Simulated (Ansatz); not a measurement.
# AlH₅Se: functionals against CCSD(T) at one geometry

An exercise on one series of results from a longer session: the logs are not shown, and one member is left open.

The runs use Ansatz 0.2.0, Gaussian basis; single points in def2-TZVPP.

Correlated methods freeze the cores. Filled d shells of the heavier atoms are correlated.

**Where the work starts**

SMILES `[AlH3-][SeH2+]`, 7 atoms, charge 0, spin multiplicity 1.

Atoms are counted from 1 here; the program's logs count them from 0.

Bond lengths: Al1–Se2 2.603 Å, Al1–H3 1.575 Å, Al1–H4 1.566 Å, Al1–H5 1.504 Å, Se2–H6 1.428 Å, Se2–H7 1.447 Å. Angles: Se2–Al1–H3 96.5°, Se2–Al1–H4 93.7°, Se2–Al1–H5 93.6°, H3–Al1–H4 119.2°, H3–Al1–H5 117.4°, H4–Al1–H5 121.5°, Al1–Se2–H6 98.7°, Al1–Se2–H7 93.7°, H6–Se2–H7 90.1°.

Geometry (Å):

```xyz
7
charge 0, multiplicity 1
Al   -0.7098   -0.6125   -0.6663
Se    0.9737    0.1863    1.1509
H    -0.3696   -2.1465   -0.5643
H    -1.9572   -0.0538    0.0984
H    -0.0428    0.1723   -1.7628
H     1.9129    0.8438    0.2999
H     0.2870    1.4417    1.3682
```

Set-up of the first run:

Contents of run/in.yaml:

```yaml
crystal:
  periodic: [false, false, false]
  atoms:
    - {symbol: Al, position_ang: [-0.709800, -0.612500, -0.666300]}
    - {symbol: Se, position_ang: [0.973700, 0.186300, 1.150900]}
    - {symbol: H, position_ang: [-0.369600, -2.146500, -0.564300]}
    - {symbol: H, position_ang: [-1.957200, -0.053800, 0.098400]}
    - {symbol: H, position_ang: [-0.042800, 0.172300, -1.762800]}
    - {symbol: H, position_ang: [1.912900, 0.843800, 0.299900]}
    - {symbol: H, position_ang: [0.287000, 1.441700, 1.368200]}
basis:
  gaussian: {orbitals: def2-TZVPP}
correlation: {method: ccsd_t}
output: {forces: true}
```

The command line of these runs was not kept.

Among the steps run: CCSD(T)/def2-TZVPP; PBE0-D4/def2-TZVPP; wB97M-V/def2-TZVPP; r2SCAN-D4/def2-TZVPP; PBE-D4/def2-TZVPP; wB97X-V/def2-TZVPP; B97M-V/def2-TZVPP.

One of the session's tables, all rows but one given; the rest of the session is left out.

| method | RMS force component (eV/Å) | angle to CCSD(T) forces (°) | dipole (D) |
| --- | --- | --- | --- |
| CCSD(T) | 0.478 | reference | 3.42 |
| PBE0-D4 | 0.512 | 6.5 | 3.42 |
| wB97M-V | 0.460 | 5.0 | 3.36 |
| r2SCAN-D4 | ? | ? | ? |
| PBE-D4 | 0.605 | 15.1 | 3.41 |
| wB97X-V | 0.487 | 1.6 | 3.42 |
| B97M-V | 0.462 | 2.7 | 3.54 |

Q: Estimate the row for r2SCAN-D4 from the others.

As computed: RMS force component (eV/Å): 0.505; angle to CCSD(T) forces (°): 6.4; dipole (D): 3.47. In the column «RMS force component (eV/Å)» it lies between wB97X-V (0.487) and PBE0-D4 (0.512).
